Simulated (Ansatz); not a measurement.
**F3HOSi + HF: a complex and its separated parts, part 1 of 2**

The complex below is one end of an elementary step. How strongly is it bound against its free parts?

Method: PBE0-D4/def2-TZVP structures, single points in def2-TZVPP, no counterpoise correction; program: Ansatz 0.2.0, Gaussian basis.

Levels: SPW92, PBE-D4, BLYP-D4, r2SCAN-D4, B97M-V, PBE0-D4, B3LYP-D4, r2SCAN0-D4, BHLYP-D4, CAM-B3LYP-D4, wB97X-V, wB97M-V, B2PLYP, PBE-QIDH, RPA on PBE, Hartree-Fock, MP2, CCSD, CCSD(T).

Correlated methods freeze the cores. B3LYP uses VWN-RPA correlation. B2PLYP carries no dispersion term here.

94 further runs of the same task are left out: 94 set aside as unsound or not needed.

### 1 Starting geometry

The complex: 8 atoms, charge 0, spin multiplicity 1.

Atoms are counted from 1 here; the program's logs count them from 0.

Bond lengths: Si1–F3 1.567 Å, Si1–F4 1.560 Å, Si1–F5 1.567 Å, Si1–O7 1.619 Å, F2–H6 0.931 Å, O7–H8 0.960 Å. Angles: F3–Si1–F4 109.8°, F3–Si1–F5 107.6°, F3–Si1–O7 111.4°, F4–Si1–F5 109.8°, F4–Si1–O7 106.8°, F5–Si1–O7 111.4°, Si1–O7–H8 120.0°.

As a file:

| atom | x (Å) | y (Å) | z (Å) |
| --- | --- | --- | --- |
| Si1 | -0.7397 | 0.2527 | -0.7618 |
| F2 | 1.3106 | -1.1863 | 2.3412 |
| F3 | -0.4961 | -0.2165 | -2.2369 |
| F4 | -1.7707 | -0.6919 | -0.0693 |
| F5 | -1.3091 | 1.7115 | -0.8177 |
| H6 | 0.9982 | -0.7502 | 1.5800 |
| O7 | 0.6204 | 0.1824 | 0.1132 |
| H8 | 1.3863 | 0.6981 | -0.1487 |

Its parts: F3HOSi holds atoms 1, 3, 4, 5, 7, 8; HF holds atoms 2, 6. Each part counts its atoms afresh in its own runs.

### 2 Relaxing F3HOSi alone

The input, relax-a/in.yaml:

```yaml
crystal:
  periodic: [false, false, false]
  atoms:
    - {symbol: Si, position_ang: [-0.739688, 0.252715, -0.761815]}
    - {symbol: F, position_ang: [-0.496086, -0.216451, -2.236947]}
    - {symbol: F, position_ang: [-1.770709, -0.691890, -0.069251]}
    - {symbol: F, position_ang: [-1.309144, 1.711503, -0.817701]}
    - {symbol: O, position_ang: [0.620380, 0.182389, 0.113214]}
    - {symbol: H, position_ang: [1.386305, 0.698141, -0.148691]}
basis:
  gaussian: {orbitals: def2-TZVP}
hamiltonian: {xc: pbe0, dispersion: d4}
relax: {f_tol: 0.005, max_steps: 200}
```

Started as:

```bash
> ansatz run in.yaml --threads 8 --pin off --events-out ev --progress --plain --max-ram 19148MiB
```

Standard output, shortened:

```text
Functional definition: PBE0
  name "PBE0"
  cite "Adamo & Barone, J. Chem. Phys. 110, 6158 (1999) doi:10.1063/1.478522"
  cite "Perdew, Burke & Ernzerhof, Phys. Rev. Lett. 77, 3865 (1996) doi:10.1103/PhysRevLett.77.3865"
  parent pbe
[...]
931 factors; their error is unknown
[...]
mean field -18090.39729640 eV, -664.8098385310 hartree, gradient 4.0e-5 eV, S^2 0.000000; 0 other end points of the search recorded, 0 dependent functions left out
[...]
reference -18090.39731744 eV, -664.8098393041 hartree; 25, 25 occupied and 142, 142 virtual orbitals, 931 factors
[...]
reference -18090.40654540 eV, -664.8101784256 hartree; 25, 25 occupied and 142, 142 virtual orbitals, 931 factors
Total energy: -18090.49458792 eV, -664.8134139284 hartree
Atom 0 at    -0.724378     0.253854    -0.754505 Å, force     0.000344     0.000689    -0.000748 eV/Å
Atom 1 at    -0.507154    -0.216676    -2.238701 Å, force    -0.000142    -0.000051     0.000066 eV/Å
Atom 2 at    -1.773494    -0.688308    -0.075706 Å, force     0.000051    -0.000210     0.000317 eV/Å
Atom 3 at    -1.318800     1.707642    -0.822207 Å, force    -0.000113    -0.000114     0.000017 eV/Å
Atom 4 at     0.623415     0.184079     0.112561 Å, force    -0.000181    -0.000355     0.000375 eV/Å
Atom 5 at     1.391468     0.695814    -0.142633 Å, force     0.000041     0.000041    -0.000026 eV/Å
Dipole moment:     0.415103     0.178836    -0.005129 e Å
```

Run time: 7 s. Hardware: 8 threads of Arm Neoverse V1, shared host.

Step by step:

| step | energy from step 1 (eV) | largest force component (eV/Å) |
| --- | --- | --- |
| 1 | 0.0000 | 0.8191 |
| 2 | -0.0052 | 0.5264 |
| 3 | -0.0091 | 0.0307 |
| 4 | -0.0092 | 0.0143 |
| 5 | -0.0092 | 0.0052 |
| 6 | -0.0092 | 0.0007 |

Distances of close pairs at the start and the end, largest changes first:

| bond | before (Å) | after (Å) | change (Å) |
| --- | --- | --- | --- |
| Si1–O5 | 1.619 | 1.604 | -0.015 |
| Si1–F4 | 1.567 | 1.572 | +0.005 |
| Si1–F2 | 1.567 | 1.572 | +0.005 |
| Si1–F3 | 1.560 | 1.565 | +0.005 |
| O5–H6 | 0.960 | 0.958 | -0.002 |

### 3 Relaxing HF alone

The input, relax-b/in.yaml:

```yaml
crystal:
  periodic: [false, false, false]
  atoms:
    - {symbol: F, position_ang: [1.310636, -1.186299, 2.341203]}
    - {symbol: H, position_ang: [0.998208, -0.750208, 1.579987]}
basis:
  gaussian: {orbitals: def2-TZVP}
hamiltonian: {xc: pbe0, dispersion: d4}
relax: {f_tol: 0.005, max_steps: 200}
```

Started as:

```bash
> ansatz run in.yaml --threads 8 --pin off --events-out ev --progress --plain --max-ram 19148MiB
```

Standard output, shortened:

```text
[... 5 set-up lines as earlier in the session ...]
[...]
200 factors; their error is unknown
[...]
mean field -2731.79798870 eV, -100.3917244056 hartree, gradient 6.9e-6 eV, S^2 0.000000; 0 other end points of the search recorded, 0 dependent functions left out
[...]
reference -2731.80170829 eV, -100.3918610978 hartree; 5, 5 occupied and 32, 32 virtual orbitals, 200 factors
Total energy: -2731.80322156 eV, -100.3919167095 hartree
Atom 0 at     1.308746    -1.183660     2.336597 Å, force     0.001380    -0.001927     0.003363 eV/Å
Atom 1 at     1.000098    -0.752847     1.584593 Å, force    -0.001380     0.001927    -0.003363 eV/Å
Dipole moment:    -0.134466     0.187689    -0.327619 e Å
```

Run time: 0.35 s. Hardware: 8 threads of Arm Neoverse V1, shared host.

The steps of the relaxation:

| step | energy from step 1 (eV) | largest force component (eV/Å) |
| --- | --- | --- |
| 1 | 0.0000 | 0.5338 |
| 2 | -0.0035 | 0.1139 |
| 3 | -0.0037 | 0.0034 |

The bond:

| bond | before (Å) | after (Å) | change (Å) |
| --- | --- | --- | --- |
| F1–H2 | 0.931 | 0.920 | -0.011 |

### 4 SPW92/def2-TZVPP

The input, parta/in.yaml:

```yaml
crystal:
  periodic: [false, false, false]
  atoms:
    - {symbol: Si, position_ang: [-0.724378, 0.253854, -0.754505]}
    - {symbol: F, position_ang: [-0.507154, -0.216676, -2.238701]}
    - {symbol: F, position_ang: [-1.773494, -0.688308, -0.075706]}
    - {symbol: F, position_ang: [-1.318800, 1.707642, -0.822207]}
    - {symbol: O, position_ang: [0.623415, 0.184079, 0.112561]}
    - {symbol: H, position_ang: [1.391468, 0.695814, -0.142633]}
basis:
  gaussian: {orbitals: def2-TZVPP}
hamiltonian: {xc: lda}
```

The input, partb/in.yaml:

```yaml
crystal:
  periodic: [false, false, false]
  atoms:
    - {symbol: F, position_ang: [1.308746, -1.183660, 2.336597]}
    - {symbol: H, position_ang: [1.000098, -0.752847, 1.584593]}
basis:
  gaussian: {orbitals: def2-TZVPP}
hamiltonian: {xc: lda}
```

One command serves all of them, each in its own folder.

Started as:

```bash
> ansatz run in.yaml --threads 8 --pin off --events-out ev --progress --plain --max-ram 19148MiB
```

parta printed, shortened:

```text
Functional definition: SPW92
  name "SPW92"
  cite "Dirac, Proc. Camb. Phil. Soc. 26, 376 (1930) doi:10.1017/S0305004100016108"
  cite "Slater, Phys. Rev. 81, 385 (1951) doi:10.1103/PhysRev.81.385"
  cite "Perdew & Wang, Phys. Rev. B 45, 13244 (1992) doi:10.1103/PhysRevB.45.13244"
[...]
966 factors; their error is unknown
[...]
mean field -18006.16149553 eV, -661.7142299459 hartree, gradient 2.4e-5 eV, S^2 0.000000; 0 other end points of the search recorded, 0 dependent functions left out
reference -18006.16152356 eV, -661.7142309761 hartree; 25, 25 occupied and 155, 155 virtual orbitals, 966 factors
Total energy: -18006.16152356 eV, -661.7142309761 hartree
```

partb printed, shortened:

```text
[... 5 set-up lines as earlier in the session ...]
[...]
215 factors; their error is unknown
[...]
mean field -2716.76647175 eV, -99.8393263465 hartree, gradient 3.5e-5 eV, S^2 0.000000; 0 other end points of the search recorded, 0 dependent functions left out
reference -2716.76648284 eV, -99.8393267538 hartree; 5, 5 occupied and 40, 40 virtual orbitals, 215 factors
Total energy: -2716.76648284 eV, -99.8393267538 hartree
```

Times: 0.45 s (parta), 0.1 s (partb) on 8 threads of Arm Neoverse V1, shared host.

### 5 PBE-D4/def2-TZVPP

Each input of step 4 (parta, partb) changes in the same lines:

```diff
-hamiltonian: {xc: lda}
+hamiltonian: {xc: pbe, dispersion: d4}
```

Each run has its own folder and the same command.

Started as:

```bash
> ansatz run in.yaml --threads 8 --pin off --events-out ev --progress --plain --max-ram 19148MiB
```

parta printed, shortened:

```text
Functional definition: PBE
  name "PBE"
[... 2 set-up lines as earlier in the session ...]
[...]
966 factors; their error is unknown
[...]
mean field -18089.67272389 eV, -664.7832109823 hartree, gradient 3.3e-5 eV, S^2 0.000000; 0 other end points of the search recorded, 0 dependent functions left out
reference -18089.67275490 eV, -664.7832121222 hartree; 25, 25 occupied and 155, 155 virtual orbitals, 966 factors
Total energy: -18089.77937926 eV, -664.7871304951 hartree
```

Log of partb, shortened:

```text
[... 4 set-up lines as earlier in the session ...]
[...]
215 factors; their error is unknown
[...]
mean field -2731.84355301 eV, -100.3933988629 hartree, gradient 4.8e-5 eV, S^2 0.000000; 0 other end points of the search recorded, 0 dependent functions left out
reference -2731.84356511 eV, -100.3933993078 hartree; 5, 5 occupied and 40, 40 virtual orbitals, 215 factors
Total energy: -2731.84545897 eV, -100.3934689059 hartree
```

They took 0.7 s (parta), 0.1 s (partb) on 8 threads of Arm Neoverse V1, shared host.

### 6 BLYP-D4/def2-TZVPP

The same edit goes into each in.yaml of step 5 (parta, partb):

```diff
-hamiltonian: {xc: pbe, dispersion: d4}
+hamiltonian: {xc: {name: BLYP}, dispersion: d4}
```

One command serves all of them, each in its own folder.

Started as:

```bash
> ansatz run in.yaml --threads 8 --pin off --events-out ev --progress --plain --max-ram 19148MiB
```

Output in parta, shortened:

```text
Functional definition: BLYP
  name "BLYP"
  cite "Becke, Phys. Rev. A 38, 3098 (1988) doi:10.1103/PhysRevA.38.3098"
  cite "Lee, Yang & Parr, Phys. Rev. B 37, 785 (1988) doi:10.1103/PhysRevB.37.785"
[...]
966 factors; their error is unknown
[...]
mean field -18102.78212625 eV, -665.2649726333 hartree, gradient 2.2e-5 eV, S^2 0.000000; 0 other end points of the search recorded, 0 dependent functions left out
reference -18102.78239507 eV, -665.2649825121 hartree; 25, 25 occupied and 155, 155 virtual orbitals, 966 factors
Total energy: -18103.02576111 eV, -665.2739260493 hartree
```

partb printed, shortened:

```text
[... 4 set-up lines as earlier in the session ...]
[...]
215 factors; their error is unknown
[...]
mean field -2734.23789191 eV, -100.4813891948 hartree, gradient 3.9e-5 eV, S^2 0.000000; 0 other end points of the search recorded, 0 dependent functions left out
reference -2734.23801552 eV, -100.4813937372 hartree; 5, 5 occupied and 40, 40 virtual orbitals, 215 factors
Total energy: -2734.24259745 eV, -100.4815621202 hartree
```

Wall times: 0.75 s (parta), 0.1 s (partb) on 8 threads of Arm Neoverse V1, shared host.

### 7 r2SCAN-D4/def2-TZVPP

Each input of step 6 (parta, partb) changes in the same lines:

```diff
-hamiltonian: {xc: {name: BLYP}, dispersion: d4}
+hamiltonian: {xc: r2scan, dispersion: d4}
```

Each run has its own folder and the same command.

Started as:

```bash
> ansatz run in.yaml --threads 8 --pin off --events-out ev --progress --plain --max-ram 19148MiB
```

Log of parta, shortened:

```text
Functional definition: r2SCAN
  name "r2SCAN"
  cite "Furness, Kaplan, Ning, Perdew & Sun, J. Phys. Chem. Lett. 11, 8208 (2020) doi:10.1021/acs.jpclett.0c02405"
  cite "Furness, Kaplan, Ning, Perdew & Sun, J. Phys. Chem. Lett. 11, 9248 (2020) doi:10.1021/acs.jpclett.0c03077"
  parent r2scan
[...]
966 factors; their error is unknown
[...]
mean field -18098.87404729 eV, -665.1213533803 hartree, gradient 5.1e-5 eV, S^2 0.000000; 0 other end points of the search recorded, 0 dependent functions left out
reference -18098.87405569 eV, -665.1213536890 hartree; 25, 25 occupied and 155, 155 virtual orbitals, 966 factors
Total energy: -18098.89827299 eV, -665.1222436585 hartree
```

Log of partb, shortened:

```text
[... 5 set-up lines as earlier in the session ...]
[...]
215 factors; their error is unknown
[...]
mean field -2733.29261550 eV, -100.4466509275 hartree, gradient 6.5e-6 eV, S^2 0.000000; 0 other end points of the search recorded, 0 dependent functions left out
reference -2733.29261868 eV, -100.4466510444 hartree; 5, 5 occupied and 40, 40 virtual orbitals, 215 factors
Total energy: -2733.29307621 eV, -100.4466678582 hartree
```

Wall times: 1.4 s (parta), 0.35 s (partb) on 8 threads of Arm Neoverse V1, shared host.

### 8 B97M-V/def2-TZVPP

Each input of step 7 (parta, partb) changes in the same lines:

```diff
-hamiltonian: {xc: r2scan, dispersion: d4}
+hamiltonian: {xc: {name: B97M-V}}
```

The same command starts each run, in its folder.

Started as:

```bash
> ansatz run in.yaml --threads 8 --pin off --events-out ev --progress --plain --max-ram 19148MiB
```

parta printed, shortened:

```text
Functional definition: B97M-V
  name "B97M-V"
  cite "Mardirossian & Head-Gordon, J. Chem. Phys. 142, 074111 (2015) doi:10.1063/1.4907719"
  cite "Becke, J. Chem. Phys. 107, 8554 (1997) doi:10.1063/1.475007"
  cite "Vydrov & Van Voorhis, J. Chem. Phys. 133, 244103 (2010) doi:10.1063/1.3521275"
  # Of w^i u^j: cxij and so on, Table III.
[...]
  gx(w, u) = cx00 + cx01*u + cx02*u^2 + (cx10 + cx11*u)*w
[...]
  gos(w, u) = cos00 + cos01*u + cos03*u^3 + cos10*w + cos32*w^3*u^2
[...]
      + integral(e_c_pw_mod_opposite_spin*gos(b97_w_opposite, b97_u_opposite)) + vv10(b, c)
966 factors; their error is unknown
[...]
mean field -18098.17704774 eV, -665.0957391194 hartree, gradient 3.9e-5 eV, S^2 0.000000; 0 other end points of the search recorded, 0 dependent functions left out
reference -18098.17709275 eV, -665.0957407734 hartree; 25, 25 occupied and 155, 155 virtual orbitals, 966 factors
Total energy: -18098.17709275 eV, -665.0957407734 hartree
```

Output in partb, shortened:

```text
[... 5 set-up lines as earlier in the session ...]
  # Of w^i u^j: cxij and so on, Table III.
[...]
  gx(w, u) = cx00 + cx01*u + cx02*u^2 + (cx10 + cx11*u)*w
[...]
  gos(w, u) = cos00 + cos01*u + cos03*u^3 + cos10*w + cos32*w^3*u^2
[...]
      + integral(e_c_pw_mod_opposite_spin*gos(b97_w_opposite, b97_u_opposite)) + vv10(b, c)
215 factors; their error is unknown
[...]
mean field -2733.38838858 eV, -100.4501705233 hartree, gradient 2.3e-5 eV, S^2 0.000000; 0 other end points of the search recorded, 0 dependent functions left out
reference -2733.38840630 eV, -100.4501711742 hartree; 5, 5 occupied and 40, 40 virtual orbitals, 215 factors
Total energy: -2733.38840630 eV, -100.4501711742 hartree
```

Wall times: 2.5 s (parta), 0.2 s (partb) on 8 threads of Arm Neoverse V1, shared host.

### 9 PBE0-D4/def2-TZVPP

Each input of step 8 (parta, partb) changes in the same lines:

```diff
-hamiltonian: {xc: {name: B97M-V}}
+hamiltonian: {xc: pbe0, dispersion: d4}
+output: {orbitals: {seedname: orbitals}}
```

One command serves all of them, each in its own folder.

Started as:

```bash
> ansatz run in.yaml --threads 8 --pin off --events-out ev --progress --plain --max-ram 19148MiB
```

parta printed, shortened:

```text
[... 5 set-up lines as earlier in the session ...]
[...]
969 factors; their error is unknown
[...]
mean field -18090.45679086 eV, -664.8120249121 hartree, gradient 5.5e-5 eV, S^2 0.000000; 0 other end points of the search recorded, 0 dependent functions left out
reference -18090.45681211 eV, -664.8120256931 hartree; 25, 25 occupied and 155, 155 virtual orbitals, 969 factors
Total energy: -18090.54485463 eV, -664.8152611961 hartree
```

Log of partb, shortened:

```text
[... 5 set-up lines as earlier in the session ...]
[...]
215 factors; their error is unknown
[...]
mean field -2731.86112679 eV, -100.3940446876 hartree, gradient 4.0e-5 eV, S^2 0.000000; 0 other end points of the search recorded, 0 dependent functions left out
reference -2731.86113550 eV, -100.3940450077 hartree; 5, 5 occupied and 40, 40 virtual orbitals, 215 factors
Total energy: -2731.86264877 eV, -100.3941006194 hartree
```

Wall times: 0.85 s (parta), 0.1 s (partb) on 8 threads of Arm Neoverse V1, shared host.

### 10 B3LYP-D4/def2-TZVPP

The same edit goes into each in.yaml of step 9 (parta, partb):

```diff
-hamiltonian: {xc: pbe0, dispersion: d4}
-output: {orbitals: {seedname: orbitals}}
+hamiltonian: {xc: {name: B3LYP}, dispersion: d4}
```

Each run has its own folder and the same command.

Started as:

```bash
> ansatz run in.yaml --threads 8 --pin off --events-out ev --progress --plain --max-ram 19148MiB
```

Output in parta, shortened:

```text
Functional definition: B3LYP
  name "B3LYP"
  cite "Stephens, Devlin, Chabalowski & Frisch, J. Phys. Chem. 98, 11623 (1994) doi:10.1021/j100096a001"
[... 2 set-up lines as earlier in the session ...]
  cite "Vosko, Wilk & Nusair, Can. J. Phys. 58, 1200 (1980) doi:10.1139/p80-159"
[...]
969 factors; their error is unknown
[...]
mean field -18104.23971225 eV, -665.3185379308 hartree, gradient 3.6e-5 eV, S^2 0.000000; 0 other end points of the search recorded, 0 dependent functions left out
reference -18104.23990379 eV, -665.3185449698 hartree; 25, 25 occupied and 155, 155 virtual orbitals, 969 factors
Total energy: -18104.41336355 eV, -665.3249194984 hartree
```

partb printed, shortened:

```text
[... 6 set-up lines as earlier in the session ...]
[...]
215 factors; their error is unknown
[...]
mean field -2734.54625196 eV, -100.4927212175 hartree, gradient 1.9e-5 eV, S^2 0.000000; 0 other end points of the search recorded, 0 dependent functions left out
reference -2734.54634280 eV, -100.4927245557 hartree; 5, 5 occupied and 40, 40 virtual orbitals, 215 factors
Total energy: -2734.54933247 eV, -100.4928344241 hartree
```

They took 0.95 s (parta), 0.15 s (partb) on 8 threads of Arm Neoverse V1, shared host.

### 11 r2SCAN0-D4/def2-TZVPP

The same edit goes into each in.yaml of step 10 (parta, partb):

```diff
-hamiltonian: {xc: {name: B3LYP}, dispersion: d4}
+hamiltonian: {xc: {name: r2SCAN0}, dispersion: d4}
```

One command serves all of them, each in its own folder.

Started as:

```bash
> ansatz run in.yaml --threads 8 --pin off --events-out ev --progress --plain --max-ram 19148MiB
```

Output in parta, shortened:

```text
Functional definition: r2SCAN0
  name "r2SCAN0"
  cite "Bursch, Neugebauer, Ehlert & Grimme, J. Chem. Phys. 156, 134105 (2022) doi:10.1063/5.0086040"
[... 3 set-up lines as earlier in the session ...]
[...]
969 factors; their error is unknown
[...]
mean field -18097.41193890 eV, -665.0676218883 hartree, gradient 5.0e-5 eV, S^2 0.000000; 0 other end points of the search recorded, 0 dependent functions left out
reference -18097.41194516 eV, -665.0676221183 hartree; 25, 25 occupied and 155, 155 virtual orbitals, 969 factors
Total energy: -18097.44027470 eV, -665.0686632098 hartree
```

Log of partb, shortened:

```text
[... 6 set-up lines as earlier in the session ...]
[...]
215 factors; their error is unknown
[...]
mean field -2732.94548922 eV, -100.4338942717 hartree, gradient 6.6e-5 eV, S^2 0.000000; 0 other end points of the search recorded, 0 dependent functions left out
reference -2732.94549168 eV, -100.4338943622 hartree; 5, 5 occupied and 40, 40 virtual orbitals, 215 factors
Total energy: -2732.94599364 eV, -100.4339128091 hartree
```

They took 1.6 s (parta), 0.35 s (partb) on 8 threads of Arm Neoverse V1, shared host.

### 12 BHLYP-D4/def2-TZVPP

Each input of step 11 (parta, partb) changes in the same lines:

```diff
-hamiltonian: {xc: {name: r2SCAN0}, dispersion: d4}
+hamiltonian: {xc: {name: BHLYP}, dispersion: d4}
```

One command serves all of them, each in its own folder.

Started as:

```bash
> ansatz run in.yaml --threads 8 --pin off --events-out ev --progress --plain --max-ram 19148MiB
```

Output in parta, shortened:

```text
Functional definition: BHLYP
  name "BHLYP"
  cite "Becke, J. Chem. Phys. 98, 1372 (1993) doi:10.1063/1.464304"
[... 2 set-up lines as earlier in the session ...]
[...]
1071 factors; their error is unknown
[...]
mean field -18100.08442938 eV, -665.1658341017 hartree, gradient 2.2e-5 eV, S^2 0.000000; 0 other end points of the search recorded, 0 dependent functions left out
reference -18100.08455335 eV, -665.1658386577 hartree; 25, 25 occupied and 155, 155 virtual orbitals, 1071 factors
Total energy: -18100.21046689 eV, -665.1704658950 hartree
```

Log of partb, shortened:

```text
[... 5 set-up lines as earlier in the session ...]
[...]
234 factors; their error is unknown
[...]
mean field -2733.43317541 eV, -100.4518164089 hartree, gradient 1.2e-5 eV, S^2 0.000000; 0 other end points of the search recorded, 0 dependent functions left out
reference -2733.43323595 eV, -100.4518186334 hartree; 5, 5 occupied and 40, 40 virtual orbitals, 234 factors
Total energy: -2733.43496389 eV, -100.4518821342 hartree
```

They took 0.95 s (parta), 0.1 s (partb) on 8 threads of Arm Neoverse V1, shared host.

### 13 CAM-B3LYP-D4/def2-TZVPP

Each input of step 12 (parta, partb) changes in the same lines:

```diff
-hamiltonian: {xc: {name: BHLYP}, dispersion: d4}
+hamiltonian: {xc: {name: CAM-B3LYP}, dispersion: d4}
```

One command serves all of them, each in its own folder.

Started as:

```bash
> ansatz run in.yaml --threads 8 --pin off --events-out ev --progress --plain --max-ram 19148MiB
```

Log of parta, shortened:

```text
Functional definition: CAM-B3LYP
  name "CAM-B3LYP"
  cite "Yanai, Tew & Handy, Chem. Phys. Lett. 393, 51 (2004) doi:10.1016/j.cplett.2004.06.011"
  cite "Iikura, Tsuneda, Yanai & Hirao, J. Chem. Phys. 115, 3540 (2001) doi:10.1063/1.1383587"
[... 2 set-up lines as earlier in the session ...]
[...]
  # Exact exchange under (alpha + beta erf(omega r))/r, Becke's under what is left of 1/r.
[...]
969 factors; their error is unknown
195 factors; integrals over basis functions are off by at most 7.9e-6 eV
[...]
mean field -18101.75282116 eV, -665.2271463688 hartree, gradient 6.4e-5 eV, S^2 0.000000; 0 other end points of the search recorded, 0 dependent functions left out
reference -18101.75291422 eV, -665.2271497889 hartree; 25, 25 occupied and 155, 155 virtual orbitals, 969 factors
Total energy: -18101.84087705 eV, -665.2303823631 hartree
```

Output in partb, shortened:

```text
[... 6 set-up lines as earlier in the session ...]
[...]
  # Exact exchange under (alpha + beta erf(omega r))/r, Becke's under what is left of 1/r.
[...]
215 factors; their error is unknown
48 factors; integrals over basis functions are off by at most 4.9e-5 eV
[...]
mean field -2733.85902352 eV, -100.4674660381 hartree, gradient 6.2e-5 eV, S^2 0.000000; 0 other end points of the search recorded, 0 dependent functions left out
reference -2733.85906765 eV, -100.4674676598 hartree; 5, 5 occupied and 40, 40 virtual orbitals, 215 factors
Total energy: -2733.86050795 eV, -100.4675205900 hartree
```

Wall times: 1 s (parta), 0.15 s (partb) on 8 threads of Arm Neoverse V1, shared host.

(Continued in part 2 of 2.)
